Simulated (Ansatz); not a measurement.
# Cu+ with H₂O: interaction against distance, part 3 of 3

Ansatz 0.2.0, Gaussian basis.

## (12) B moved by +0.97 Å, wB97M-V/def2-TZVPPD

Input file ab/in.yaml:

```yaml
crystal:
  periodic: [false, false, false]
  atoms:
    - {symbol: Cu, position_ang: [-0.221262, -0.116861, -1.718324]}
    - {symbol: O, position_ang: [0.147919, 0.079813, 1.160058]}
    - {symbol: H, position_ang: [0.616758, 0.783878, 1.622014]}
    - {symbol: H, position_ang: [-0.172650, -0.550943, 1.814502]}
basis:
  gaussian: {orbitals: "def2-TZVPPD.json"}
total_charge: 1
hamiltonian: {xc: {name: wB97M-V}}
```

Input file a/in.yaml:

```yaml
crystal:
  periodic: [false, false, false]
  atoms:
    - {symbol: Cu, position_ang: [-0.221262, -0.116861, -1.718324]}
basis:
  gaussian:
    orbitals: "def2-TZVPPD.json"
    ghost_atoms:
      - {symbol: O, position_ang: [0.147919, 0.079813, 1.160058]}
      - {symbol: H, position_ang: [0.616758, 0.783878, 1.622014]}
      - {symbol: H, position_ang: [-0.172650, -0.550943, 1.814502]}
total_charge: 1
hamiltonian: {xc: {name: wB97M-V}}
```

Input file b/in.yaml:

```yaml
crystal:
  periodic: [false, false, false]
  atoms:
    - {symbol: O, position_ang: [0.147919, 0.079813, 1.160058]}
    - {symbol: H, position_ang: [0.616758, 0.783878, 1.622014]}
    - {symbol: H, position_ang: [-0.172650, -0.550943, 1.814502]}
basis:
  gaussian:
    orbitals: "def2-TZVPPD.json"
    ghost_atoms:
      - {symbol: Cu, position_ang: [-0.221262, -0.116861, -1.718324]}
hamiltonian: {xc: {name: wB97M-V}}
```

Each run has its own folder and the same command.

Started as:

```
$ ansatz run in.yaml --threads 2 --pin off --events-out ev --progress --plain --max-ram 5222MiB
```

Output in ab, cut to the lines that bear on the results:

```text
Functional definition: wB97M-V
  name "wB97M-V"
  cite "Mardirossian & Head-Gordon, J. Chem. Phys. 144, 214110 (2016) doi:10.1063/1.4952647"
  cite "Becke, J. Chem. Phys. 107, 8554 (1997) doi:10.1063/1.475007"
  cite "Vydrov & Van Voorhis, J. Chem. Phys. 133, 244103 (2010) doi:10.1063/1.3521275"
  # Of w^i u^j: cxij and so on, Table III.
[...]
  gx(w, u) = 1 - cx + cx01*u + cx10*w
[...]
      + integral(e_c_pw_mod_opposite_spin*gos(b97_w_opposite, b97_u_opposite)) + vv10(b, c)
855 factors; their error is unknown
179 factors; integrals over basis functions are off by at most 5.8e-5 eV
[...]
mean field -46710.71757272 eV, -1716.5872091360 hartree, gradient 2.7e-5 eV, S^2 0.000000; 0 other end points of the search recorded, 0 dependent functions left out
reference -46710.71762851 eV, -1716.5872111860 hartree; 19, 19 occupied and 122, 122 virtual orbitals, 855 factors
Total energy: -46710.71762851 eV, -1716.5872111860 hartree
```

a printed, cut to the lines that bear on the results:

```text
[... 5 set-up lines as earlier in the session ...]
  # Of w^i u^j: cxij and so on, Table III.
[...]
  gx(w, u) = 1 - cx + cx01*u + cx10*w
[...]
      + integral(e_c_pw_mod_opposite_spin*gos(b97_w_opposite, b97_u_opposite)) + vv10(b, c)
839 factors; their error is unknown
178 factors; integrals over basis functions are off by at most 4.6e-5 eV
[...]
mean field -44629.92853318 eV, -1640.1196223423 hartree, gradient 9.4e-6 eV, S^2 0.000000; 0 other end points of the search recorded, 0 dependent functions left out
reference -44629.92857392 eV, -1640.1196238393 hartree; 14, 14 occupied and 127, 127 virtual orbitals, 839 factors
Total energy: -44629.92857392 eV, -1640.1196238393 hartree
```

b printed, cut to the lines that bear on the results:

```text
[... 5 set-up lines as earlier in the session ...]
  # Of w^i u^j: cxij and so on, Table III.
[...]
  gx(w, u) = 1 - cx + cx01*u + cx10*w
[...]
      + integral(e_c_pw_mod_opposite_spin*gos(b97_w_opposite, b97_u_opposite)) + vv10(b, c)
734 factors; their error is unknown
155 factors; integrals over basis functions are off by at most 1.1e-4 eV
[...]
mean field -2079.93136800 eV, -76.4360679459 hartree, gradient 3.5e-5 eV, S^2 0.000000; 0 other end points of the search recorded, 0 dependent functions left out
reference -2079.93141390 eV, -76.4360696327 hartree; 5, 5 occupied and 136, 136 virtual orbitals, 734 factors
Total energy: -2079.93141390 eV, -76.4360696327 hartree
```

Wall times: 6 s (ab), 6.5 s (a), 3.3 s (b) on 2 threads of Arm Neoverse V1, shared host; peak memory 0.29 GiB.

Interaction: -858 meV.

## (13) B moved by +0.97 Å, CCSD(T)/def2-TZVPPD

ab/in.yaml, as its differences from that of step 12:

```diff
@@ -10,2 +10,2 @@
 total_charge: 1
-hamiltonian: {xc: {name: wB97M-V}}
+correlation: {method: ccsd_t, frozen_orbitals: {Cu: 9, H: 0, O: 1}}
```

a/in.yaml, as its differences from that of step 12:

```diff
@@ -12,2 +12,2 @@
 total_charge: 1
-hamiltonian: {xc: {name: wB97M-V}}
+correlation: {method: ccsd_t, frozen_orbitals: {Cu: 9, H: 0, O: 1}}
```

b/in.yaml, as its differences from that of step 12:

```diff
@@ -11,2 +11,2 @@
       - {symbol: Cu, position_ang: [-0.221262, -0.116861, -1.718324]}
-hamiltonian: {xc: {name: wB97M-V}}
+correlation: {method: ccsd_t}
```

Each run has its own folder and the same command.

Started as:

```
$ ansatz run in.yaml --threads 2 --pin off --events-out ev --progress --plain --max-ram 5222MiB
```

Log of ab, cut to the lines that bear on the results:

```text
[... 4 set-up lines as earlier in the session ...]
[...]
895 factors; integrals over basis functions are off by at most 1.2e-3 eV
[...]
mean field -46661.50577984 eV, -1714.7787091044 hartree, gradient 1.9e-6 eV, S^2 0.000000; 0 other end points of the search recorded, 0 dependent functions left out
10 core orbitals not correlated: weight in the atoms' cores, before any rotation towards them, 1.000 or more for the frozen orbitals, at most 0.000 for the correlated occupied ones
reference -46661.50577984 eV, -1714.7787091044 hartree; 9, 9 occupied and 122, 122 virtual orbitals, 895 factors
second order -19.42883524 eV of doubles, -0.00000000 eV of singles
cycle   1  -17.31260687 eV  change     2.1e0 eV  update   1.2e-1
[...]
cycle  12  -18.01074014 eV  change    2.0e-5 eV  update   1.4e-5
perturbative correction -0.57682011 eV, -0.0211977482 hartree
Total energy: -46680.09334009 eV, -1715.4617893445 hartree
```

Log of a, cut to the lines that bear on the results:

```text
[... 4 set-up lines as earlier in the session ...]
[...]
902 factors; integrals over basis functions are off by at most 1.2e-3 eV
[...]
mean field -44590.93601099 eV, -1638.6866735820 hartree, gradient 2.3e-6 eV, S^2 0.000000; 0 other end points of the search recorded, 0 dependent functions left out
9 core orbitals not correlated: weight in the atoms' cores, before any rotation towards them, 1.000 or more for the frozen orbitals, at most 0.000 for the correlated occupied ones
reference -44590.93601099 eV, -1638.6866735820 hartree; 5, 5 occupied and 127, 127 virtual orbitals, 902 factors
second order -12.23912197 eV of doubles, -0.00000000 eV of singles
cycle   1  -10.15329140 eV  change     2.1e0 eV  update   1.1e-1
[...]
cycle  10  -10.68138291 eV  change   -5.1e-6 eV  update   5.4e-6
perturbative correction -0.35240581 eV, -0.0129506745 hartree
Total energy: -44601.96979971 eV, -1639.0921578384 hartree
```

Output in b, cut to the lines that bear on the results:

```text
[... 4 set-up lines as earlier in the session ...]
[...]
873 factors; integrals over basis functions are off by at most 1.2e-3 eV
[...]
mean field -2069.78485031 eV, -76.0631902982 hartree, gradient 9.1e-7 eV, S^2 0.000000; 0 other end points of the search recorded, 0 dependent functions left out
1 core orbitals not correlated: weight in the atoms' cores, before any rotation towards them, 1.000 or more for the frozen orbitals, at most 0.000 for the correlated occupied ones
reference -2069.78485031 eV, -76.0631902982 hartree; 4, 4 occupied and 136, 136 virtual orbitals, 873 factors
second order -7.17560763 eV of doubles, -0.00000000 eV of singles
cycle   1  -7.15574990 eV  change    2.0e-2 eV  update   4.8e-2
[...]
cycle   9  -7.32098518 eV  change    1.0e-6 eV  update   4.7e-6
perturbative correction -0.22083017 eV, -0.0081153590 hartree
Total energy: -2077.32666566 eV, -76.3403469003 hartree
```

They took 14 s (ab), 7.5 s (a), 4.5 s (b) on 2 threads of Arm Neoverse V1, shared host; peak memory 0.81 GiB.

ab − a − b = -797 meV.

## (14) B moved by +1.94 Å, wB97M-V/def2-TZVPPD

Input file ab/in.yaml:

```yaml
crystal:
  periodic: [false, false, false]
  atoms:
    - {symbol: Cu, position_ang: [-0.221262, -0.116861, -1.718324]}
    - {symbol: O, position_ang: [0.271473, 0.145076, 2.119476]}
    - {symbol: H, position_ang: [0.740312, 0.849141, 2.581431]}
    - {symbol: H, position_ang: [-0.049095, -0.485680, 2.773920]}
basis:
  gaussian: {orbitals: "def2-TZVPPD.json"}
total_charge: 1
hamiltonian: {xc: {name: wB97M-V}}
```

Input file a/in.yaml:

```yaml
crystal:
  periodic: [false, false, false]
  atoms:
    - {symbol: Cu, position_ang: [-0.221262, -0.116861, -1.718324]}
basis:
  gaussian:
    orbitals: "def2-TZVPPD.json"
    ghost_atoms:
      - {symbol: O, position_ang: [0.271473, 0.145076, 2.119476]}
      - {symbol: H, position_ang: [0.740312, 0.849141, 2.581431]}
      - {symbol: H, position_ang: [-0.049095, -0.485680, 2.773920]}
total_charge: 1
hamiltonian: {xc: {name: wB97M-V}}
```

Input file b/in.yaml:

```yaml
crystal:
  periodic: [false, false, false]
  atoms:
    - {symbol: O, position_ang: [0.271473, 0.145076, 2.119476]}
    - {symbol: H, position_ang: [0.740312, 0.849141, 2.581431]}
    - {symbol: H, position_ang: [-0.049095, -0.485680, 2.773920]}
basis:
  gaussian:
    orbitals: "def2-TZVPPD.json"
    ghost_atoms:
      - {symbol: Cu, position_ang: [-0.221262, -0.116861, -1.718324]}
hamiltonian: {xc: {name: wB97M-V}}
```

One command serves all of them, each in its own folder.

Started as:

```
$ ansatz run in.yaml --threads 2 --pin off --events-out ev --progress --plain --max-ram 5222MiB
```

Log of ab, cut to the lines that bear on the results:

```text
[... 5 set-up lines as earlier in the session ...]
  # Of w^i u^j: cxij and so on, Table III.
[...]
  gx(w, u) = 1 - cx + cx01*u + cx10*w
[...]
      + integral(e_c_pw_mod_opposite_spin*gos(b97_w_opposite, b97_u_opposite)) + vv10(b, c)
855 factors; their error is unknown
179 factors; integrals over basis functions are off by at most 8.2e-5 eV
[...]
mean field -46710.26912248 eV, -1716.5707288935 hartree, gradient 1.0e-5 eV, S^2 0.000000; 0 other end points of the search recorded, 0 dependent functions left out
reference -46710.26918564 eV, -1716.5707312148 hartree; 19, 19 occupied and 122, 122 virtual orbitals, 855 factors
Total energy: -46710.26918564 eV, -1716.5707312148 hartree
```

Log of a, cut to the lines that bear on the results:

```text
[... 5 set-up lines as earlier in the session ...]
  # Of w^i u^j: cxij and so on, Table III.
[...]
  gx(w, u) = 1 - cx + cx01*u + cx10*w
[...]
      + integral(e_c_pw_mod_opposite_spin*gos(b97_w_opposite, b97_u_opposite)) + vv10(b, c)
839 factors; their error is unknown
178 factors; integrals over basis functions are off by at most 6.8e-5 eV
[...]
mean field -44629.92606753 eV, -1640.1195317315 hartree, gradient 2.5e-5 eV, S^2 0.000000; 0 other end points of the search recorded, 0 dependent functions left out
reference -44629.92610675 eV, -1640.1195331728 hartree; 14, 14 occupied and 127, 127 virtual orbitals, 839 factors
Total energy: -44629.92610675 eV, -1640.1195331728 hartree
```

Log of b, cut to the lines that bear on the results:

```text
[... 5 set-up lines as earlier in the session ...]
  # Of w^i u^j: cxij and so on, Table III.
[...]
  gx(w, u) = 1 - cx + cx01*u + cx10*w
[...]
      + integral(e_c_pw_mod_opposite_spin*gos(b97_w_opposite, b97_u_opposite)) + vv10(b, c)
734 factors; their error is unknown
155 factors; integrals over basis functions are off by at most 1.2e-4 eV
[...]
mean field -2079.93115114 eV, -76.4360599763 hartree, gradient 3.3e-5 eV, S^2 0.000000; 0 other end points of the search recorded, 0 dependent functions left out
reference -2079.93119766 eV, -76.4360616858 hartree; 5, 5 occupied and 136, 136 virtual orbitals, 734 factors
Total energy: -2079.93119766 eV, -76.4360616858 hartree
```

Times: 5.5 s (ab), 4.4 s (a), 3 s (b) on 2 threads of Arm Neoverse V1, shared host; peak memory 0.28 GiB.

ab − a − b = -412 meV.

## (15) B moved by +1.94 Å, CCSD(T)/def2-TZVPPD

ab/in.yaml, as its differences from that of step 14:

```diff
@@ -10,2 +10,2 @@
 total_charge: 1
-hamiltonian: {xc: {name: wB97M-V}}
+correlation: {method: ccsd_t, frozen_orbitals: {Cu: 9, H: 0, O: 1}}
```

a/in.yaml, as its differences from that of step 14:

```diff
@@ -12,2 +12,2 @@
 total_charge: 1
-hamiltonian: {xc: {name: wB97M-V}}
+correlation: {method: ccsd_t, frozen_orbitals: {Cu: 9, H: 0, O: 1}}
```

b/in.yaml, as its differences from that of step 14:

```diff
@@ -11,2 +11,2 @@
       - {symbol: Cu, position_ang: [-0.221262, -0.116861, -1.718324]}
-hamiltonian: {xc: {name: wB97M-V}}
+correlation: {method: ccsd_t}
```

One command serves all of them, each in its own folder.

Started as:

```
$ ansatz run in.yaml --threads 2 --pin off --events-out ev --progress --plain --max-ram 5222MiB
```

Output in ab, cut to the lines that bear on the results:

```text
[... 4 set-up lines as earlier in the session ...]
[...]
896 factors; integrals over basis functions are off by at most 8.8e-4 eV
[...]
mean field -46661.13303093 eV, -1714.7650108346 hartree, gradient 2.2e-6 eV, S^2 0.000000; 0 other end points of the search recorded, 0 dependent functions left out
10 core orbitals not correlated: weight in the atoms' cores, before any rotation towards them, 1.000 or more for the frozen orbitals, at most 0.000 for the correlated occupied ones
reference -46661.13303093 eV, -1714.7650108346 hartree; 9, 9 occupied and 122, 122 virtual orbitals, 896 factors
second order -19.39263927 eV of doubles, -0.00000000 eV of singles
cycle   1  -17.29144915 eV  change     2.1e0 eV  update   1.2e-1
[...]
cycle  14  -17.98045829 eV  change    5.1e-6 eV  update   1.5e-6
perturbative correction -0.56893279 eV, -0.0209078946 hartree
Total energy: -46679.68242201 eV, -1715.4466883839 hartree
```

Log of a, cut to the lines that bear on the results:

```text
[... 4 set-up lines as earlier in the session ...]
[...]
902 factors; integrals over basis functions are off by at most 8.3e-4 eV
[...]
mean field -44590.93356082 eV, -1638.6865835400 hartree, gradient 2.5e-6 eV, S^2 0.000000; 0 other end points of the search recorded, 0 dependent functions left out
9 core orbitals not correlated: weight in the atoms' cores, before any rotation towards them, 1.000 or more for the frozen orbitals, at most 0.000 for the correlated occupied ones
reference -44590.93356082 eV, -1638.6865835400 hartree; 5, 5 occupied and 127, 127 virtual orbitals, 902 factors
second order -12.23334491 eV of doubles, -0.00000000 eV of singles
cycle   1  -10.14937024 eV  change     2.1e0 eV  update   1.1e-1
[...]
cycle   9  -10.67613543 eV  change    1.0e-5 eV  update   2.6e-6
perturbative correction -0.35053489 eV, -0.0128819195 hartree
Total energy: -44601.96023114 eV, -1639.0918061998 hartree
```

Log of b, cut to the lines that bear on the results:

```text
[... 4 set-up lines as earlier in the session ...]
[...]
874 factors; integrals over basis functions are off by at most 8.8e-4 eV
[...]
mean field -2069.78468493 eV, -76.0631842209 hartree, gradient 9.8e-7 eV, S^2 0.000000; 0 other end points of the search recorded, 0 dependent functions left out
1 core orbitals not correlated: weight in the atoms' cores, before any rotation towards them, 1.000 or more for the frozen orbitals, at most 0.000 for the correlated occupied ones
reference -2069.78468493 eV, -76.0631842209 hartree; 4, 4 occupied and 136, 136 virtual orbitals, 874 factors
second order -7.17320262 eV of doubles, -0.00000000 eV of singles
cycle   1  -7.15374095 eV  change    1.9e-2 eV  update   4.8e-2
[...]
cycle   9  -7.31883931 eV  change    9.5e-7 eV  update   4.6e-6
perturbative correction -0.22044771 eV, -0.0081013040 hartree
Total energy: -2077.32397195 eV, -76.3402479084 hartree
```

They took 15 s (ab), 7 s (a), 3.9 s (b) on 2 threads of Arm Neoverse V1, shared host; peak memory 0.8 GiB.

Interaction: -398 meV.

## (16) The curves

```tsv
shift (Å)	Cu1–O2 (Å)	PBE-D4	r2SCAN-D4	PBE0-D4	B3LYP-D4	wB97M-V	Hartree-Fock	MP2	CCSD	CCSD(T)
-0.19	1.75	-1739	-1816	-1549	-1563	-1469	-808	-1388	-1214	-1275
-0.10	1.84	-1900	-1966	-1731	-1756	-1672	-1121	-1565	-1439	-1487
0.00	1.94	-1926	-1981	-1776	-1808	-1732	-1271	-1611	-1519	-1558
0.10	2.04	-1876	-1920	-1742	-1778	-1708	-1320	-1581	-1514	-1545
0.23	2.17	-1743	-1770	-1626	-1668	-1599	-1294	-1473	-1430	-1454
0.48	2.42	-1433	-1438	-1343	-1383	-1321	-1127	-1215	-1195	-1208
0.97	2.91	-930	-915	-875	-901	-858	-785	-799	-793	-797
1.94	3.88	-434	-422	-422	-427	-412	-415	-401	-400	-398
```

Energies in meV.

Miss and cost, level by level (times from a shared host):

```tsv
method	RMS deviation from CCSD(T) (meV)	mean time a point
PBE-D4	313	3.6 s
r2SCAN-D4	355	6.6 s
PBE0-D4	186	4.7 s
B3LYP-D4	212	5 s
wB97M-V	144	15 s
Hartree-Fock	254	part of the CCSD(T) run
MP2	54	part of the CCSD(T) run
CCSD	34	part of the CCSD(T) run
CCSD(T)	0	29 s
```

The best functional, wB97M-V, misses by 144 meV and takes 15 s a point, against 29 s for CCSD(T).

## (17) Summary of results

What follows sums up all 3 parts.

| quantity | value |
| --- | --- |
| deepest point, CCSD(T) | -1558 meV at +0.00 Å |
| at the longest distance | -398 meV at +1.94 Å |
| at the shortest | -1275 meV at -0.19 Å |
| RMS deviation from CCSD(T) | PBE-D4 313, r2SCAN-D4 355, PBE0-D4 186, B3LYP-D4 212, wB97M-V 144, Hartree-Fock 254, MP2 54, CCSD 34 meV |

What this shows: Of the points run, CCSD(T) in this basis is lowest at the PBE0-D4 geometry. At +1.94 Å, 26 % of the binding is left. CCSD follows best and r2SCAN-D4 worst.
